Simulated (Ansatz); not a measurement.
# C2H6BS: the cost of one run

All numbers below are computed with Ansatz 0.2.0 (RKS CAM-B3LYP-D4/def2-SVP).

**1. The starting structure**

Bond lengths: B1–C2 1.581 Å, C2–S3 1.806 Å, S3–C4 1.614 Å, B1–H5 1.163 Å, B1–H6 1.163 Å, C2–H7 1.089 Å, C2–H8 1.094 Å, C4–H9 1.081 Å, C4–H10 1.080 Å. Angles: B1–C2–S3 114.0°, B1–C2–H7 113.6°, B1–C2–H8 105.4°, S3–C2–H7 109.8°, S3–C2–H8 106.2°, H7–C2–H8 107.3°, C2–B1–H5 121.3°, C2–B1–H6 116.8°, H5–B1–H6 121.9°, C2–S3–C4 105.1°, S3–C4–H9 118.7°, S3–C4–H10 124.1°, H9–C4–H10 117.3°.

Coordinates:

```xyz
10

B    -0.9738    1.4405    0.2745
C    -0.6003    0.1565   -0.5697
S     1.1760   -0.1397   -0.7073
C     1.4823   -1.3423    0.3239
H    -0.1608    2.2040    0.6050
H    -2.0977    1.5884    0.5340
H    -1.1005   -0.7486   -0.2293
H    -0.9549    0.3617   -1.5839
H     2.5043   -1.6704    0.4489
H     0.7254   -1.8501    0.9038
```

**2. Relaxing end A**

File input.yaml:

```yaml
crystal:
  periodic: [false, false, false]
  atoms:
    - { symbol: B, position_ang: [-0.97381, 1.4405, 0.27453] }
    - { symbol: C, position_ang: [-0.60026, 0.15646, -0.56966] }
    - { symbol: S, position_ang: [1.17595, -0.13972, -0.70726] }
    - { symbol: C, position_ang: [1.48231, -1.3423, 0.32394] }
    - { symbol: H, position_ang: [-0.1608, 2.204, 0.605] }
    - { symbol: H, position_ang: [-2.09767, 1.58844, 0.534] }
    - { symbol: H, position_ang: [-1.10052, -0.7486, -0.22931] }
    - { symbol: H, position_ang: [-0.95491, 0.36168, -1.58386] }
    - { symbol: H, position_ang: [2.50431, -1.67039, 0.44885] }
    - { symbol: H, position_ang: [0.7254, -1.85006, 0.90378] }
total_charge: 1
basis:
  gaussian: { orbitals: def2-SVP }
hamiltonian:
  xc: cam_b3lyp
  dispersion: d4
relax:
  f_tol: 0.02
  max_steps: 50
```

On the command line:

```
$ ansatz run input.yaml --threads 2 --pin off --max-ram 3072MiB --backend cpu --events-out ev --progress --plain --runs-dir out
```

**Question.** How long does this run take on 2 threads of Arm Neoverse V1, shared host, and how much memory does it need?

About 35 s, with a peak of 0.2 GiB.
